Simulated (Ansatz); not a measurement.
# CH₇AlN₂: basis-set convergence

The task here is to estimate one member of a computed series from the others.

Method: one geometry, several basis sets; program: Ansatz 0.2.0, Gaussian basis.

The runs, in order: PBE0-D4/def2-SVP; ωB97M-V/def2-SVP; PBE0-D4/def2-QZVPP; ωB97M-V/def2-QZVPP; the functionals' def2-TZVPP values are taken from earlier runs.

## The geometry

The geometry comes from an earlier relaxation with PBE0-D4 in a triple-zeta def2 set; it is a stationary point, not always the lowest conformer.

SMILES `[CH3][Al]([NH2])[NH2]`, 11 atoms, charge 0, spin multiplicity 1.

Atoms are counted from 1 here; the program's logs count them from 0.

Bond lengths: C1–Al2 1.949 Å, C1–H5 1.093 Å, C1–H6 1.094 Å, C1–H7 1.094 Å, Al2–N3 1.773 Å, Al2–N4 1.773 Å, N3–H8 1.006 Å, N3–H9 1.006 Å, N4–H10 1.006 Å, N4–H11 1.006 Å. Angles: Al2–C1–H5 112.0°, Al2–C1–H6 111.6°, Al2–C1–H7 111.2°, H5–C1–H6 107.5°, H5–C1–H7 107.3°, H6–C1–H7 106.9°, C1–Al2–N3 120.7°, C1–Al2–N4 120.9°, N3–Al2–N4 118.4°, Al2–N3–H8 126.1°, Al2–N3–H9 124.0°, H8–N3–H9 109.9°, Al2–N4–H10 124.0°, Al2–N4–H11 126.1°, H10–N4–H11 109.9°.

The first run:

The input, in.yaml:

```yaml
crystal:
  periodic: [false, false, false]
  atoms:
    - {symbol: C, position_ang: [-1.231924, 1.187463, -0.192136]}
    - {symbol: Al, position_ang: [0.166870, -0.152362, 0.024345]}
    - {symbol: N, position_ang: [0.532881, -0.828098, 1.622655]}
    - {symbol: N, position_ang: [1.097314, -0.731944, -1.369626]}
    - {symbol: H, position_ang: [-1.193079, 1.665986, -1.174308]}
    - {symbol: H, position_ang: [-1.154685, 1.975982, 0.562144]}
    - {symbol: H, position_ang: [-2.226515, 0.743068, -0.086356]}
    - {symbol: H, position_ang: [1.225471, -1.529602, 1.825054]}
    - {symbol: H, position_ang: [0.061534, -0.557260, 2.469678]}
    - {symbol: H, position_ang: [0.960754, -0.405341, -2.311737]}
    - {symbol: H, position_ang: [1.826778, -1.424993, -1.349114]}
basis:
  gaussian: {orbitals: def2-SVP}
hamiltonian: {xc: pbe0, dispersion: d4}
output: {orbitals: {seedname: orbitals}}
```

Steps of the session up to this table: PBE0-D4 in def2-SVP; ωB97M-V in def2-SVP; PBE0-D4 in def2-QZVPP; ωB97M-V in def2-QZVPP.

One table of the session follows, with a row left open; its other results are not shown here.

It belongs to the step «Functionals by basis». 

| functional | basis | HOMO (eV) | LUMO (eV) |
| --- | --- | --- | --- |
| PBE0-D4 | def2-SVP | -6.42 | 0.78 |
| PBE0-D4 | def2-TZVPP | -6.75 | 0.35 |
| PBE0-D4 | def2-QZVPP | ? | ? |
| ωB97M-V | def2-SVP | -8.81 | 2.29 |
| ωB97M-V | def2-TZVPP | -9.14 | 1.73 |
| ωB97M-V | def2-QZVPP | -9.22 | 1.23 |

Estimate the missing values for PBE0-D4, def2-QZVPP.

**Answer.** HOMO (eV): -6.82; LUMO (eV): 0.03. In the column «HOMO (eV)» it lies between ωB97M-V, def2-SVP (-8.81) and PBE0-D4, def2-TZVPP (-6.75).
